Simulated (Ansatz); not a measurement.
# Mn2B: the cost of one run

Computed with Ansatz 0.2.0 (DFT PBEsol, scalar-relativistic, plane waves, PAW, unless a step's input says otherwise).

## 1. Starting point

Symmetry: Fm-3m, No. 225, cubic system. Conventional cell: a = 4.926 Å, b = 4.926 Å, c = 4.926 Å, α = 90.00°, β = 90.00°, γ = 90.00°. Around Mn (site symmetry -43m) lie 4 B at 2.13 Å. B (site symmetry m-3m) has 8 Mn at 2.13 Å as nearest neighbours.

Structure file:

```cif
data_structure
_symmetry_space_group_name_H-M 'P 1'
_symmetry_Int_Tables_number 1
_cell_length_a 3.4832
_cell_length_b 3.4832
_cell_length_c 3.4832
_cell_angle_alpha 60.000
_cell_angle_beta 60.000
_cell_angle_gamma 60.000
_cell_volume 29.88
loop_
_atom_site_label
_atom_site_type_symbol
_atom_site_fract_x
_atom_site_fract_y
_atom_site_fract_z
_atom_site_occupancy
Mn1 Mn 0.25000 0.25000 0.25000 1
Mn2 Mn 0.75000 0.75000 0.75000 1
B1 B 0.00000 0.00000 0.00000 1
```

An earlier run at PBEsol left this cell at 9.961 Å³/atom and 0.00 GPa (12×12×12 mesh).

The changes: atom 2 (Mn) moved 0.2 Å along y; strain e6 = -0.02, atoms carried along.

## 2. Atom 2 (Mn) moved 0.2 Å along y

The input, input.yaml:

```yaml
crystal:
  lattice:
    - [0.0, 2.4629734401, 2.4629734401]
    - [2.4629734401, 0.0, 2.4629734401]
    - [2.4629734401, 2.4629734401, 0.0]
  atoms:
    - { symbol: Mn, position: [0.25, 0.25, 0.25], spin: 1.87 }
    - { symbol: Mn, position: [0.790601331, 0.709398669, 0.790601331], spin: 1.87 }
    - { symbol: B, position: [0.0, 0.0, 0.0] }
basis:
  ecutwfc: 420
  ecutrho_ratio: 4
kpoints:
  mp_grid: { grid: [12, 12, 12] }
hamiltonian:
  xc: pbesol
scf:
  occupations: { method: gaussian, width: 0.05 }
  lower_state_search: "off"
output:
  forces: true
  stress: true
  eigenvalues: true
  populations: true
magnetization:
  spin_polarized: true
checkpoint:
  read: start.run
  write: ck
  compress: false
  write_wavefunctions: false
  write_every: 100000
```

start.run holds the converged state of the cell before the atoms were moved.

Run with:

```
ansatz run input.yaml --threads 4 --pin off --max-ram 4096MiB --backend cpu --events-out ev --progress --plain --runs-dir out
```

**Question.** How long does this run take on 4 threads of an Arm CPU, shared host, and how much memory does it need?

About 30 s, with a peak of 0.64 GiB.
